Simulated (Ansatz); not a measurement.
# CH4BrSn: the cost of one run

Computed with the Python package of Ansatz 0.2.0. Level of theory: PBE/def2-SVP.

### 1 Starting point

Bond lengths: C1–Sn2 2.078 Å, Sn2–Br3 2.497 Å, C1–H4 1.160 Å, C1–H5 1.121 Å, C1–H6 1.151 Å, Sn2–H7 1.773 Å. Angles: C1–Sn2–Br3 108.5°, C1–Sn2–H7 109.6°, Br3–Sn2–H7 109.3°, Sn2–C1–H4 110.3°, Sn2–C1–H5 112.4°, Sn2–C1–H6 112.5°, H4–C1–H5 110.6°, H4–C1–H6 105.8°, H5–C1–H6 105.1°.

No structure file is read: the coordinates are typed or built in the script.

### 2 The code

ch4brsn.py reads:

```python
'''Atomisation energy of CH4BrSn at the given geometry.'''

from collections import Counter

import ansatz as az


def energy(molecule, charge=0, unpaired=0):
    calc = (
        molecule.calculation()
        .basis(gaussian='def2-SVP')
        .functional('pbe')
    )
    if charge:
        calc = calc.charge(charge)
    if unpaired:
        calc = calc.spin('collinear', total=unpaired)
    report = calc.run(threads=1, pin='off').report
    if report['published_state_doubts']:
        print('  doubts:', report['published_state_doubts'])
    return report['free_energy_ev']


def main() -> None:
    geometry_ang = [
        ('C', (-0.7683, 0.5235, -0.1692)),
        ('Sn', (0.5934, -1.0448, -0.2272)),
        ('Br', (1.3479, -1.5236, 2.1044)),
        ('H', (-0.2597, 1.4821, 0.2421)),
        ('H', (-1.6821, 0.2735, 0.4302)),
        ('H', (-1.1629, 0.8018, -1.2137)),
        ('H', (1.9928, -0.5805, -1.2123)),
    ]
    molecule = az.Crystal.molecule()
    for symbol, xyz in geometry_ang:
        molecule = molecule.atom(symbol, xyz)

    # unpaired electrons of the ground-state atoms
    unpaired = {'C': 2, 'Sn': 2, 'Br': 1, 'H': 1}
    counts = Counter(site.symbol for site in molecule.cartesian_sites)
    atom_energy = {s: energy(az.Crystal.molecule().atom(s, (0, 0, 0)), 0, unpaired[s]) for s in counts}
    whole = energy(molecule, 0, 1)
    for s, e in atom_energy.items():
        print(f'{s:2s} x{counts[s]}  {e:14.5f} eV')
    print(f'CH4BrSn: {whole:.5f} eV')
    split = sum(counts[s] * e for s, e in atom_energy.items()) - whole
    print(f'atomisation energy (no zero-point term): {96.485332 * split:.1f} kJ/mol, {split / sum(counts.values()):.3f} eV an atom')


if __name__ == '__main__':
    main()
```

### 3 Launch

Command:

```bash
> python ch4brsn.py
```

Q: Estimate wall time and peak memory on 1 thread of Arm Neoverse V1, shared host.

About 5.9 s, with a peak of 0.21 GiB.
